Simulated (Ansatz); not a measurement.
# HfO2: further runs on the relaxed cell

One table from this session's results is given with a row withheld; the runs are named, their logs left out.

Method: DFT r2SCAN, scalar-relativistic, plane waves, PAW, in Ansatz 0.2.0.

2 further runs of the same task are left out: 2 set aside as unsound or not needed.

## The system as given

The structure is cubic, space group Fm-3m (No. 225). Conventional cell: a = 5.058 Å, b = 5.058 Å, c = 5.058 Å, α = 90.00°, β = 90.00°, γ = 90.00°. Around Hf (site symmetry m-3m) lie 8 O at 2.19 Å. O (site symmetry -43m) has 4 Hf at 2.19 Å as nearest neighbours.

Structure file:

```
Hf O
1.0
     0.00000    2.52916    2.52916
     2.52916    0.00000    2.52916
     2.52916    2.52916    0.00000
Hf O
1 2
Direct
  0.00000 0.00000 0.00000
  0.25000 0.25000 0.25000
  0.75000 0.75000 0.75000
```

This cell was relaxed beforehand with the same method: volume 10.79 Å³/atom, gap on the mesh 4.30 eV.

Set-up of the first run:

Input file input.yaml:

```yaml
crystal:
  lattice:
    - [0.0, 2.5291609861, 2.5291609861]
    - [2.5291609861, 0.0, 2.5291609861]
    - [2.5291609861, 2.5291609861, 0.0]
  atoms:
    - { symbol: Hf, position: [0.0, 0.0, 0.0] }
    - { symbol: O, position: [0.25, 0.25, 0.25] }
    - { symbol: O, position: [0.75, 0.75, 0.75] }
basis:
  ecutwfc: 500
kpoints:
  mp_grid: { grid: [8, 8, 8] }
  band_path:
    path:
      - [[0.0, 0.0, 0.0], [0.5, 0.0, 0.5], [0.625, 0.25, 0.625]]
      - [[0.375, 0.375, 0.75], [0.0, 0.0, 0.0], [0.5, 0.5, 0.5], [0.5, 0.25, 0.75], [0.5, 0.0, 0.5]]
    npoints: 14
hamiltonian:
  xc: r2scan
scf:
  occupations: { method: gaussian, width: 0.02 }
  n_extra_bands: 7
output:
  forces: true
  stress: true
  eigenvalues: true
  populations: true
  dos: { projected: true, de: 0.02, nscf_kmesh: { grid: [12, 12, 12] } }
  bader: true
  write_density: true
  write_potential: true
  elf: true
  volumetric_format: npy
```

Command:

```console
$ ansatz run input.yaml --threads 1 --pin off --max-ram 2560MiB --backend cpu --events-out ev --progress --plain --runs-dir out
```

Steps of the session up to this table: Electronic structure at the relaxed geometry; Seeking the band edges over the whole zone; Eigenvalues a small step from each edge; Back to the database's cell; Optical spectrum; The cell scaled to 0.97 of its volume; Volume × 1.03; The cell scaled to 0.94 of its volume; Point at V/V0 = 1.06; The cell scaled to 0.91 of its volume; Volume × 1.10; The cell scaled to 0.88 of its volume.

One of the session's tables, all rows but one given; the rest of the session is left out.

| volume (Å³/atom) | energy above the lowest point (meV/atom) | pressure (GPa) | gap on the mesh (eV) |
| --- | --- | --- | --- |
| 9.491 | 163.7 | 45.19 | 4.63 |
| 9.815 | ? | ? | ? |
| 10.138 | 36.6 | 19.09 | 4.47 |
| 10.462 | 8.7 | 8.82 | 4.38 |
| 10.785 | 0.0 | 0.02 | 4.30 |
| 11.109 | 7.7 | -7.51 | 4.22 |
| 11.433 | 29.6 | -13.96 | 4.14 |
| 11.864 | 77.2 | -21.13 | 4.04 |

**Question.** Estimate the row for volume (Å³/atom) = 9.815.

Worked estimate for «energy above the lowest point (meV/atom)». A straight line through the neighbours (9.491, 163.7) and (10.138, 36.6) gives 163.7 + (36.6 − 163.7) × (9.815 − 9.491) / (10.138 − 9.491) = 100.1; a parabola fitted to 3 rows on both sides gives 88.2.

As computed: energy above the lowest point (meV/atom): 87.0; pressure (GPa): 31.11; gap on the mesh (eV): 4.55. In «energy above the lowest point (meV/atom)» the line misses by +13.1 and the parabola by +1.2.
